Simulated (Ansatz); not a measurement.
**TlI3 in a box, plane waves**

Ansatz 0.2.0, DFT PBE, spin-orbit coupling, plane waves, PAW, molecule in a box. The geometry was relaxed with Gaussian bases (r2SCAN; Tl def2-SVP with ECP60, I def2-SVP with ECP28).

```yaml
crystal:
  lattice:
    - [13.1, 0.0, 0.0]
    - [0.0, 13.74, 0.0]
    - [0.0, 0.0, 9.0]
  atoms:
    - { symbol: Tl, position: [0.44793511, 0.49995124, 0.5] }
    - { symbol: I, position: [0.65677786, 0.49995342, 0.50015889] }
    - { symbol: I, position: [0.34351145, 0.67238865, 0.50015889] }
    - { symbol: I, position: [0.34351527, 0.32751092, 0.50015889] }
basis:
  ecutwfc: 420
  ecutrho_ratio: 4
kpoints:
  mp_grid: { grid: [1, 1, 1] }
hamiltonian:
  xc: pbe
scf:
  occupations: { method: gaussian, width: 0.01 }
output:
  forces: true
  eigenvalues: true
  populations: true
  write_density: true
  write_potential: true
  elf: true
  volumetric_format: npy
magnetization:
  noncollinear: true
  spin_orbit: true
```

Command:
```sh
ansatz run input.yaml --threads 2 --pin off --max-ram 5120MiB --backend cpu --events-out ev --progress --plain --runs-dir out
```
It took 32 s on 2 threads of Arm Neoverse V1, on a shared host, peak memory 2.3 GiB.

Task: How does the SCF go?

Result: 
```
SCF iter   1: F=—  HF=-34029.057758 eV  |F-HF|=—  |Δ(HF+E_count)|=         —  Δρ=6.28e-3
preconditioner: auto → Resta (q_TF=auto, 1.592 Å⁻¹)  ε∞=1.3  [insulator: Δε(μ)=2.388 eV  Ē_g=10.688 eV  σ=0.010 eV  W_gap=1.00  n_
spin=Noncollinear: Resta preconditioning applied to the charge; magnetization (m_x, m_y, m_z) channels mix plain (no charge-respon
SCF iter   2: F=—  HF=-34028.670924 eV  |F-HF|=—  |Δ(HF+E_count)|=   3.87e-1  Δρ=3.86e-3
SCF iter   3: F=—  HF=-34028.593732 eV  |F-HF|=—  |Δ(HF+E_count)|=   7.72e-2  Δρ=1.62e-3
SCF iter   4: F=—  HF=-34028.590207 eV  |F-HF|=—  |Δ(HF+E_count)|=   3.52e-3  Δρ=4.62e-4
SCF iter   5: F=—  HF=-34028.590601 eV  |F-HF|=—  |Δ(HF+E_count)|=   3.93e-4  Δρ=1.40e-4
SCF iter   6: F=—  HF=-34028.590648 eV  |F-HF|=—  |Δ(HF+E_count)|=   4.73e-5  Δρ=2.74e-5
SCF iter   7: F=—  HF=-34028.590667 eV  |F-HF|=—  |Δ(HF+E_count)|=   1.83e-5  Δρ=9.32e-6
SCF iter   8: F=-34028.590667 eV  HF=-34028.590667 eV  |F-HF|=4.41e-9  |Δ(HF+E_count)|=   2.45e-7  Δρ=2.57e-6
```

Task: Which levels lie next to the highest filled one (eV, counted from it)?

Result: Filled: -0.73, -0.73, -0.37, -0.37, -0.27, -0.27, -0.04, -0.04, 0.00, 0.00. Empty: 1.91, 1.91, 3.73, 3.73, 5.55, 5.55, 5.69, 5.69.

Task: What forces are left at this geometry, relaxed with Gaussian bases (eV/Å)?

Result: 
```
Tl   0.01  0.00  0.00
I    0.03  0.00  0.00
I   -0.02  0.03  0.00
I   -0.02 -0.03  0.00
```

The highest of the empty levels listed lie near the vacuum level and may be states of the box.

The forces come from the other functional as well as from the basis.

No frequency check is given that shows the relaxed geometry to be a minimum.
